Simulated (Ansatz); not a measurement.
Task: a rigid scan of one bond length of CH4GeOSe, SMILES C1[O][GeH2][Se]1, with Ansatz 0.2.0, Python API. Give the script and its output. Settings (for the species named): r2SCAN, def2-SVP basis, multiplicity 1.

Input file `ch4geose.xyz`:
```text
8

C    -0.79120    0.81210    0.13760
O     0.41840    0.82350   -0.52140
Ge    0.86950   -0.85780   -0.19060
Se   -1.04240   -0.92490    0.89780
H    -0.83250    1.61700    0.91040
H    -1.63720    1.09720   -0.61440
H     2.13620   -0.92160    0.79730
H     0.97140   -1.70250   -1.47250
```

`ch4geose_scan.py`
```python
'''Stretching a bond of CH4GeOSe, the rest held rigid.'''

import warnings

import ansatz as az
import numpy as np

warnings.simplefilter('ignore', az.DeckWarning)

ch4geose = az.Crystal.molecule_from_extxyz('ch4geose.xyz')

symbols = [site.symbol for site in ch4geose.cartesian_sites]
start = np.array([site.position_ang for site in ch4geose.cartesian_sites])
axis = (start[7] - start[2]) / np.linalg.norm(start[7] - start[2])
moving = [7]
lengths, energies = [1.31, 1.42, 1.54, 1.69, 1.92, 2.31, 2.77, 3.38], []
for length in lengths:
    xyz = start.copy()
    xyz[moving] += (length - np.linalg.norm(start[7] - start[2])) * axis
    point = az.Crystal.molecule()
    for symbol, place in zip(symbols, xyz):
        point = point.atom(symbol, place.tolist())
    calc = point.calculation().basis(gaussian='def2-SVP').functional('r2scan')
    r = calc.run().report
    energies.append(r['free_energy_ev'])
    print(f'r = {length:6.3f} A  E = {energies[-1]:.5f} eV  <S^2> = {abs(r["mean_field"]["state"]["spin_squared"]):.3f}')

print('energy above the lowest point (eV):', [round(e - min(energies), 3) for e in energies])
```

Output of `python ch4geose_scan.py`:
```text
r =  1.310 A  E = -124996.65498 eV  <S^2> = 0.000
r =  1.420 A  E = -124997.13555 eV  <S^2> = 0.000
r =  1.540 A  E = -124997.27575 eV  <S^2> = 0.000
r =  1.690 A  E = -124997.12439 eV  <S^2> = 0.000
r =  1.920 A  E = -124996.56901 eV  <S^2> = 0.000
r =  2.310 A  E = -124995.45700 eV  <S^2> = 0.000
r =  2.770 A  E = -124994.37674 eV  <S^2> = 0.000
r =  3.380 A  E = -124993.44703 eV  <S^2> = 0.000
energy above the lowest point (eV): [0.621, 0.14, 0.0, 0.151, 0.707, 1.819, 2.899, 3.829]
```

Caveats:
- Total energies depend on the basis set; only differences at equal settings carry meaning.
- The rest of the molecule is held rigid at a force-field or estimated start geometry, and the basis set is modest; single-reference methods fail as a bond breaks.
- The orbitals are restricted, so S² is zero by construction.
- Toward dissociation an unrestricted state can lie under the restricted one, by tenths of an eV for polar bonds under a functional and by 1 to 2 eV or more for others.
- Timing: 65 s on 1 thread of Arm Neoverse V1 (shared host), peak memory 0.25 GiB.
